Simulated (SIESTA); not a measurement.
Crystal: Ti3Nb3Sn2.

```
Sn Nb Ti
1.0
     3.73512    2.15648    3.04713
    -3.73512    2.15648    3.04713
     0.00000   -4.31295    3.04713
Sn Nb Ti
2 3 3
Direct
  0.75569 0.75569 0.75569
  0.24431 0.24431 0.24431
  0.50000 0.74380 0.25620
  0.25620 0.50000 0.74380
  0.74380 0.25620 0.50000
  0.00000 0.74144 0.25856
  0.25856 0.00000 0.74144
  0.74144 0.25856 0.00000
```

The cell comes from a database or a generator and needn't be the stable form of this composition.

```yaml
Program: SIESTA 5.4.2
Task: single point
Functional: PBEsol
Potentials_or_basis: PseudoDojo 0.4 standard (PBEsol files)
Basis: DZP (energy shift 0.003 Ry; two zetas on semicore shells)
Grid_cutoff: 800 Ry
Energy_shift: 0.003 Ry
k_mesh: 5 × 5 × 5
Occupations: fermi-dirac, width 0.05 eV
Spin: no spin polarisation
```

On this cell: pressure -3.8 GPa; largest force 0.064 eV/Å; band gap on the k mesh none (metal or under the smearing width).

The same run follows on a disturbed copy (atoms moved at random, drawn with an rms of 0.05 Å):

```
CELL_PARAMETERS angstrom
3.73512 2.15648 3.04713
-3.73512 2.15648 3.04713
0.00000 -4.31295 3.04713
ATOMIC_POSITIONS crystal
Sn 0.75444 0.75170 0.75289
Sn 0.24736 0.23773 0.24347
Nb 0.51096 0.74248 0.26281
Nb 0.26181 0.50295 0.73569
Nb 0.74060 0.25916 0.50518
Ti 0.99531 0.74550 0.26580
Ti 0.27244 0.99555 0.74214
Ti 0.73782 0.26285 0.99532
```

Problem. What does the disturbed cell give?

Solution. The energy (extrapolated to zero smearing) moves by +13.5 meV/atom; pressure -3.1 GPa; largest force 0.832 eV/Å; band gap on the k mesh none (metal or under the smearing width).

Forces in eV/Å, atoms in the order of the input:
```
Sn   0.103 -0.047  0.817
Sn  -0.416  0.145 -0.045
Nb  -0.463 -0.015 -0.690
Nb   0.046 -0.517 -0.220
Nb   0.426  0.396 -0.252
Ti   0.641  0.342  0.105
Ti  -0.514  0.058  0.028
Ti   0.178 -0.363  0.258
```

Stress tensor (GPa, compression positive):
```
-3.46  0.25  0.11
 0.25 -3.39 -0.43
 0.11 -0.43 -2.52
```

Caveats: the basis of atomic orbitals isn't converged, which shifts pressures, moduli and gaps.
